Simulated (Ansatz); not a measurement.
**C6H11ClO2: one species, many methods**

One table from this session's results is given with a row withheld; the runs are named, their logs left out.

Computed with Ansatz 0.2.0, Gaussian basis. Level: functionals in def2-TZVPP, the program's frozen cores in correlated methods.

The runs, in order: PBE-D4, r2SCAN-D4, PBE0-D4, B3LYP-D4, ωB97X-V, ωB97M-V, B2PLYP; CCSD(T)/def2-TZVPP; MP2/def2-QZVPP; extrapolation to the limit.

**Structure used throughout**

An earlier PBE0-D4 in a triple-zeta def2 set relaxation fixed the geometry.

SMILES `CCOC(=O)CCCCl`, 20 atoms, charge 0, spin multiplicity 1.

Atoms are counted from 1 here; the program's logs count them from 0.

Bond lengths: C1–C2 1.509 Å, C1–H10 1.091 Å, C1–H11 1.092 Å, C1–H12 1.093 Å, C2–O3 1.434 Å, C2–H13 1.090 Å, C2–H14 1.091 Å, O3–C4 1.336 Å, C4–O5 1.204 Å, C4–C6 1.504 Å, C6–C7 1.516 Å, C6–H15 1.093 Å, C6–H16 1.095 Å, C7–C8 1.512 Å, C7–H17 1.095 Å, C7–H18 1.093 Å, C8–Cl9 1.791 Å, C8–H19 1.088 Å and more. Angles: C2–C1–H10 110.8°, C2–C1–H11 110.8°, C2–C1–H12 109.7°, H10–C1–H11 109.0°, H10–C1–H12 108.2°, H11–C1–H12 108.2°, C1–C2–O3 111.4°, C1–C2–H13 111.4°, C1–C2–H14 111.2°, O3–C2–H13 104.5°, O3–C2–H14 108.9°, H13–C2–H14 109.2°, C2–O3–C4 116.6°, O3–C4–O5 123.9°, O3–C4–C6 110.9°, O5–C4–C6 125.2°, C4–C6–C7 113.3°, C4–C6–H15 108.5° and more.

The first run:

Input file in.yaml:

```yaml
crystal:
  periodic: [false, false, false]
  atoms:
    - {symbol: C, position_ang: [-1.246587, 1.231701, -2.763876]}
    - {symbol: C, position_ang: [-0.546459, -0.063758, -2.434971]}
    - {symbol: O, position_ang: [0.423082, 0.114148, -1.393190]}
    - {symbol: C, position_ang: [-0.030347, 0.059156, -0.137591]}
    - {symbol: O, position_ang: [-1.180848, -0.144772, 0.153296]}
    - {symbol: C, position_ang: [1.082673, 0.297200, 0.845788]}
    - {symbol: C, position_ang: [0.669608, 0.069711, 2.286592]}
    - {symbol: C, position_ang: [0.355284, -1.370063, 2.624182]}
    - {symbol: Cl, position_ang: [1.783671, -2.432178, 2.422461]}
    - {symbol: H, position_ang: [-1.832353, 1.581874, -1.913032]}
    - {symbol: H, position_ang: [-0.525714, 2.003419, -3.041263]}
    - {symbol: H, position_ang: [-1.925908, 1.080443, -3.606067]}
    - {symbol: H, position_ang: [0.030279, -0.431543, -3.284167]}
    - {symbol: H, position_ang: [-1.259454, -0.829784, -2.126065]}
    - {symbol: H, position_ang: [1.929377, -0.336780, 0.570446]}
    - {symbol: H, position_ang: [1.422321, 1.327545, 0.700784]}
    - {symbol: H, position_ang: [-0.231063, 0.652865, 2.503281]}
    - {symbol: H, position_ang: [1.460600, 0.430584, 2.948721]}
    - {symbol: H, position_ang: [-0.425928, -1.769681, 1.980858]}
    - {symbol: H, position_ang: [0.047776, -1.470077, 3.663822]}
basis:
  gaussian: {orbitals: def2-TZVPP}
hamiltonian: {xc: pbe, dispersion: d4}
output: {forces: true, orbitals: {seedname: orbitals}}
```

Command:

```sh
$ ansatz run in.yaml --threads 4 --pin off --events-out ev --progress --plain --max-ram 66560MiB --backend cuda --devices 0, --max-vram 37GiB
```

Steps of the session up to this table: PBE-D4 (GGA); r2SCAN-D4 (meta-GGA); PBE0-D4 (hybrid); B3LYP-D4 (hybrid); ωB97X-V (range-separated); ωB97M-V (range-separated); B2PLYP (double hybrid); CCSD(T) in def2-TZVPP; MP2 in def2-QZVPP.

One of the session's tables, all rows but one given; the rest of the session is left out.

| method | atomisation energy (kJ/mol) |
| --- | --- |
| PBE-D4 | 8406.2 |
| r2SCAN-D4 | 8214.3 |
| PBE0-D4 | 8245.0 |
| B3LYP-D4 | 8166.0 |
| ωB97X-V | ? |
| ωB97M-V | 8205.5 |
| B2PLYP | 8089.5 |
| HF/def2-TZVPP | 5956.1 |
| MP2/def2-TZVPP | 8138.5 |
| CCSD/def2-TZVPP | 7844.5 |
| CCSD(T)/def2-TZVPP | 7975.6 |
| MP2/CBS | 8333.2 |
| CCSD(T)/CBS | 8170.2 |

Q: Estimate the row for ωB97X-V from the others.

**Answer.** atomisation energy (kJ/mol): 8195.4. In the column «atomisation energy (kJ/mol)» it lies between CCSD(T)/CBS (8170.2) and ωB97M-V (8205.5).

To keep in mind: Free atoms (6 C, 2 O, 1 Cl, 11 H) were run apart at each level; the atomisation energy is their sum less the molecule, without zero-point or spin-orbit terms.
